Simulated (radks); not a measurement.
**Ca⁴⁺ in [He] 2s2 2p4 3s2 3p4 3d2: an all-electron calculation**

Wanted: eigenvalues, radial structure and energy terms of the calcium ion Ca4+.

Program: radks (a radial shooting solver on a logarithmic mesh, Libxc functionals) version 1. Level of theory: scalar-relativistic Kohn-Sham, XLYP, spin-polarised, spherical densities, point nucleus; open shells are filled with parallel spins first. These are calculated values, not measurements, unless marked.

**1. Starting point**

- element: calcium (Z = 20)
- charge: +4
- electrons: 16
- configuration: [He] 2s2 2p4 3s2 3p4 3d2

The outer shells:

Ca⁴⁺
```
[He] core
2s [↑↓]
2p [↑↓][↑ ][↑ ]
3s [↑↓]
3p [↑↓][↑ ][↑ ]
3d [↑ ][↑ ][  ][  ][  ]
```

**2. Self-consistent calculation**

Input:

```text
Z 20
configuration [He] 2s2 2p4 3s2 3p4 3d2
relativity scalar-relativistic
functional xlyp
spin polarised
nucleus point
c 137.035999084
```

**Question.** What will this run give?

As calculated:

| quantity | value |
| --- | --- |
| total energy | -648.62825 hartree |
| exchange-correlation share of it | 5.02 % |
| −T/E | 1.0073 |
| highest occupied level | 3d up, -57.903 eV |
| most extended occupied level | 3d up, <r> = 1.09 bohr |
| radius at density 0.001 e/bohr³ | 2.67 bohr |
| maxima of the radial density | 3 |

What this shows: The radial density shows 3 maxima for 3 occupied principal shells. Relativity lifts −T/E to 1.007. This is not the tabulated ground configuration, so its levels and sizes aren't those of the ground state, and no measured value stands beside it.
